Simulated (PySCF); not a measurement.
# C4H6N2O3: the cost of one run

Computed with PySCF 2.14.0 and routines of our own; the level stands in each step. Atoms count from 0.

### 1 The starting structure

15 atoms, charge 0, multiplicity 1; geometry from: GFN2-xTB.

### 2 Magnetic properties: GIAO KT3/pcSseg-1

Job settings and geometry (Å):

```
{"job": {"kind": "mag", "xc": "KT3", "basis": "pcSseg-1", "isotopologues": 0}, "charge": 0, "multiplicity": 1}
C      2.939027    -0.264267    -0.177861
O      2.194188     0.921593    -0.432929
C      0.895829     0.770809    -0.396104
N      0.214319    -0.312377    -0.165400
C     -1.073666     0.131718    -0.250945
C     -2.256676    -0.751708    -0.092026
O     -3.450655    -0.048928     0.097826
N     -1.162019     1.400510    -0.520972
O      0.132502     1.844087    -0.619739
H      3.984493     0.026421    -0.243736
H      2.703943    -1.028962    -0.920065
H      2.708746    -0.652494     0.815664
H     -2.110165    -1.401893     0.775714
H     -2.315302    -1.396650    -0.986441
H     -3.408980     0.770131    -0.410555
```

Level: GIAO KT3/pcSseg-1 magnetisability, rotational g tensor and spin-rotation constants, non-relativistic, gas phase.

The run is started by

```sh
OMP_NUM_THREADS=1 python excited_run.py task.json out
```

One launch serves the whole session: the jobs run in the order shown.

**Question.** How long does this first job take on 1 thread of Arm Neoverse N1, shared host, and how much memory does it need?

About 69 s, with a peak of 0.66 GiB.
